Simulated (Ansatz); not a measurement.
Geometry optimisation, DFT PBE, scalar-relativistic, plane waves, PAW (Ansatz 0.2.0).

input.yaml

```yaml
crystal:
  lattice:
    - [6.98, 0.0, 0.0]
    - [0.0, 6.98, 0.0]
    - [0.0, 0.0, 6.98]
  atoms:
    - { symbol: Li, position: [0.0, 0.0, 0.0] }
    - { symbol: Li, position: [0.5, 0.0, 0.0] }
    - { symbol: Li, position: [0.0, 0.5, 0.0] }
    - { symbol: Li, position: [0.0, 0.0, 0.5] }
    - { symbol: Li, position: [0.25, 0.25, 0.25] }
    - { symbol: Li, position: [0.5, 0.5, 0.0] }
    - { symbol: Li, position: [0.5, 0.0, 0.5] }
    - { symbol: Li, position: [0.75, 0.25, 0.25] }
    - { symbol: Li, position: [0.0, 0.5, 0.5] }
    - { symbol: Li, position: [0.25, 0.75, 0.25] }
    - { symbol: Li, position: [0.25, 0.25, 0.75] }
    - { symbol: Li, position: [0.5, 0.5, 0.5] }
    - { symbol: Li, position: [0.75, 0.75, 0.25] }
    - { symbol: Li, position: [0.75, 0.25, 0.75] }
    - { symbol: Li, position: [0.25, 0.75, 0.75] }
    - { symbol: Li, position: [0.75, 0.75, 0.75] }
    - { symbol: Li, position: [0.2505919, 0.8760873, 0.4966856] }
basis:
  ecutwfc: 420.0
kpoints:
  mp_grid: { grid: [3, 3, 3] }
hamiltonian:
  xc: pbe
scf:
  occupations: { method: gaussian, width: 0.1 }
  lower_state_search: "off"
relax:
  f_tol: 0.03
  max_steps: 60
  adjacent_minimum: "off"
```

Run as:

```bash
$ ansatz run input.yaml --threads 2 --pin off --max-ram 5120MiB --backend cpu --events-out ev --progress --plain --runs-dir out
```

Where does it end, and by what steps?

The run converged. The force dipped under the threshold on the way, but the program's further checks kept it going. Limits of this set-up: coarse k mesh, a small cell, in which the defect meets its images. After 11 steps the energy has fallen by 1.738 eV; Li17 moved furthest, 1.04 Å. Joined: Li2–Li17 (3.97 → 2.92 Å), Li3–Li9 (3.49 → 2.98 Å), Li5–Li10 (3.49 → 2.76 Å), Li7–Li12 (3.49 → 2.78 Å), Li13–Li17 (3.99 → 2.93 Å).

| step | energy less start (eV) | largest force component (eV/Å) | accepted |
| --- | --- | --- | --- |
| 0 | 0.0000 | 1.566 | yes |
| 1 | -0.9338 | 0.900 | yes |
| 2 | -1.4413 | 0.298 | yes |
| 3 | -1.5742 | 0.054 | yes |
| 4 | -1.5965 | 0.056 | yes |
| 5 | -1.6206 | 0.068 | yes |
| 6 | -1.6473 | 0.055 | yes |
| 7 | -1.6662 | 0.063 | yes |
| 8 | -1.7035 | 0.059 | yes |
| 9 | -1.7285 | 0.056 | yes |
| 10 | -1.7376 | 0.014 | yes |
| 11 | -1.7376 | 0.014 | yes |

```xyz
17
Lattice="6.9800 0.0000 0.0000 0.0000 6.9800 0.0000 0.0000 0.0000 6.9800" Properties=species:S:1:pos:R:3
Li 0.000 -0.187 0.261
Li 3.494 0.036 0.168
Li -0.382 3.678 -0.364
Li -0.090 -0.078 3.492
Li 1.645 1.728 1.784
Li 3.543 3.392 -0.099
Li 3.870 0.738 3.768
Li 5.396 1.934 1.715
Li -0.036 3.553 3.661
Li 1.339 4.429 1.291
Li 1.605 1.687 5.393
Li 3.421 3.477 3.658
Li 5.116 5.175 1.838
Li 5.502 1.572 5.544
Li 1.771 5.386 5.374
Li 4.980 5.441 5.155
Li 2.454 6.033 2.709
```

Whether the end is a true minimum wasn't checked by a vibrational analysis.

Run time: 28 s on 2 threads of Intel(R) Xeon(R) 6975P-C (Granite Rapids), with other jobs on the host, peak memory 0.56 GiB.
